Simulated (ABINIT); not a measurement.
The system is B5Pt.

```
CELL_PARAMETERS angstrom
4.04083 0.00000 0.00000
-2.02042 3.49946 0.00000
0.00000 0.00000 3.45788
ATOMIC_POSITIONS crystal
B 0.33333 0.66667 0.00000
B 0.66667 0.33333 0.00000
B 0.50000 0.00000 0.50000
B 0.50000 0.50000 0.50000
B 0.00000 0.50000 0.50000
Pt 0.00000 0.00000 0.00000
```

The cell was built by a generator and needn't be a form met in nature.

The cell isn't the ideal one: cell taken from the last step of an earlier PBE relaxation by this program, which needn't have reached its minimum.

Base run:

* Program: ABINIT 10.8.3 (patched build)
* Functional: RPBE
* Potentials or basis: JTH PAW PBE v2.0
* Cutoff: 544 eV
* k mesh: 7 × 7 × 8
* Occupations: fermi-dirac, width 0.05 eV
* Spin: no spin polarisation

Its results: band gap on the k mesh none (metal or under the smearing width); pressure 3.2 GPa.

The run is repeated on the same cell with these changes: functional from RPBE to PBE. What comes out?

Band gap on the k mesh none (metal or under the smearing width); pressure -0.3 GPa.

PBE binds more tightly than RPBE, so the same cell stands under less pressure.

Caveats: the highest band is partly filled, so the run has too few bands; the PAW data sets were made with another functional, which shifts forces and pressure a little (some runs).
